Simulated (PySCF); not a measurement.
# CaHg: bond curves at several levels of theory

An exercise on one series of results from a longer session: the logs are not shown, and one member is left open.

The runs use PySCF 2.14.0; Ca def2-SVP, Hg def2-SVP with ECP60, scalar-relativistic core potentials.

Set-up of the first run:

The job is set up so:

```yaml
atoms: Ca, Hg
charge: 0
basis: Ca def2-SVP, Hg def2-SVP with ECP60
Hamiltonian: scalar-relativistic core potentials
basis_functions: 56
electrons_treated: 40
masses_in_u: 39.9626, 201.9706
levels: PBE0, PBE, r²SCAN, B2PLYP, M06-2X, BLYP, HF, MP2, SCS-MP2, CCSD, CCSD(T)
grid: 80 radial by 434 angular points
occupations: held fixed by the projection of orbital angular momentum
dissociation_limit: Ca + Hg, each in its ground configuration
starting_distance_in_angstrom: 2.965
values_of_2S_to_try: 0, 2
```

Run with:

```console
$ OMP_NUM_THREADS=1 python dia.py task.json out
```

Steps of the session up to this table: The job; The PBE0 curve of the state that the search chose; Excited determinants; PBE (GGA); r²SCAN (meta-GGA); B2PLYP (double hybrid); M06-2X (hybrid meta-GGA); BLYP; RHF (mean field); MP2 and coupled cluster.

One table of the session follows, with a row left open; its other results are not shown here.

Energy (eV) from each level's lowest point:

```
R (Å)    RHF  RHF-MP2  RHF-SCS-MP2  RHF-CCSD  RHF-CCSD(T)
3.352  0.304    0.078        0.112       n/a          n/a
3.508  0.220    0.037        0.063     0.076        0.060
3.664  0.159    0.015        0.033     0.042        0.030
3.781  0.125    0.005        0.018     0.025        0.016
3.898      ?        ?            ?         ?            ?
4.015  0.076    0.000        0.003     0.007        0.002
4.171  0.053    0.002        0.000     0.002        0.000
4.366  0.032    0.009        0.000     0.000        0.002
4.600  0.015    0.019        0.005     0.002        0.007
4.912  0.000    0.032        0.013       n/a          n/a
```

Q: Estimate the row for R (Å) = 3.898 from the others.

Worked estimate for «RHF». A straight line through the neighbours (3.781, 0.125) and (4.015, 0.076) gives 0.125 + (0.076 − 0.125) × (3.898 − 3.781) / (4.015 − 3.781) = 0.100; a parabola fitted to 4 rows on both sides gives 0.098.

As computed: RHF: 0.098; RHF-MP2: 0.001; RHF-SCS-MP2: 0.009; RHF-CCSD: 0.014; RHF-CCSD(T): 0.007. In «RHF» the line misses by +0.002 and the parabola by 0.000.

Caveats from the session: The bond is weak, and basis-set superposition, which was not computed, may be a sizeable part of it.
